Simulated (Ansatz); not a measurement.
# AlAsH5N: one structure at several levels

One table from this session's results is given with a row withheld; the runs are named, their logs left out.

Method: single points in def2-TZVPP; program: Ansatz 0.2.0, Gaussian basis.

Cores are frozen in the correlated methods. Filled d shells of the heavier atoms are correlated.

## The starting structure

SMILES `[NH2][AlH][AsH2]`, 8 atoms, charge 0, spin multiplicity 1.

Atoms are counted from 1 here; the program's logs count them from 0.

Bond lengths: N1–Al2 1.796 Å, N1–H4 0.935 Å, N1–H5 1.017 Å, Al2–As3 2.546 Å, Al2–H6 1.398 Å, As3–H7 1.409 Å, As3–H8 1.431 Å. Angles: Al2–N1–H4 131.1°, Al2–N1–H5 120.8°, H4–N1–H5 108.1°, N1–Al2–As3 122.8°, N1–Al2–H6 117.8°, As3–Al2–H6 118.2°, Al2–As3–H7 86.5°, Al2–As3–H8 75.2°, H7–As3–H8 89.4°.

Geometry (Å):

```mol
AlAsH5N
  3D, bonds by distance, orders not assigned

  8  7  0  0  0  0  0  0  0  0999 V2000
   -1.1784    0.9837   -0.7923 N   0  0
    0.3420    0.5245    0.0462 Al  0  0
    1.2829   -1.8410   -0.0040 As  0  0
   -1.8346    0.4611   -1.2050 H   0  0
   -1.4369    1.9614   -0.9023 H   0  0
    0.8788    1.4292    0.9666 H   0  0
    1.9552   -1.5068    1.1886 H   0  0
    0.0600   -1.9483    0.7322 H   0  0
  1  2  8  0
  1  4  8  0
  1  5  8  0
  2  3  8  0
  2  6  8  0
  3  7  8  0
  3  8  8  0
M  END
```

Set-up of the first run:

run/in.yaml

```yaml
crystal:
  periodic: [false, false, false]
  atoms:
    - {symbol: N, position_ang: [-1.178400, 0.983700, -0.792300]}
    - {symbol: Al, position_ang: [0.342000, 0.524500, 0.046200]}
    - {symbol: As, position_ang: [1.282900, -1.841000, -0.004000]}
    - {symbol: H, position_ang: [-1.834600, 0.461100, -1.205000]}
    - {symbol: H, position_ang: [-1.436900, 1.961400, -0.902300]}
    - {symbol: H, position_ang: [0.878800, 1.429200, 0.966600]}
    - {symbol: H, position_ang: [1.955200, -1.506800, 1.188600]}
    - {symbol: H, position_ang: [0.060000, -1.948300, 0.732200]}
basis:
  gaussian: {orbitals: def2-TZVPP}
correlation: {method: ccsd_t}
output: {forces: true}
```

No record of the launch command was kept for these runs.

Among the steps run: CCSD(T)/def2-TZVPP; PBE0-D4/def2-TZVPP; wB97M-V/def2-TZVPP; r2SCAN-D4/def2-TZVPP; PBE-D4/def2-TZVPP; BLYP-D4/def2-TZVPP; HSE06-D4/def2-TZVPP.

One table of the session follows, with a row left open; its other results are not shown here.

| method | RMS force component (eV/Å) | angle to CCSD(T) forces (°) | dipole (D) |
| --- | --- | --- | --- |
| CCSD(T) | 1.927 | reference | 1.71 |
| PBE0-D4 | ? | ? | ? |
| wB97M-V | 1.910 | 1.1 | 1.73 |
| r2SCAN-D4 | 1.940 | 1.3 | 1.77 |
| PBE-D4 | 2.025 | 4.3 | 1.67 |
| BLYP-D4 | 1.976 | 5.2 | 1.65 |
| HSE06-D4 | 1.963 | 1.6 | 1.68 |

Estimate the missing values for PBE0-D4.

The run gave: RMS force component (eV/Å): 1.961; angle to CCSD(T) forces (°): 1.6; dipole (D): 1.68. In the column «RMS force component (eV/Å)» it lies between r2SCAN-D4 (1.940) and HSE06-D4 (1.963).
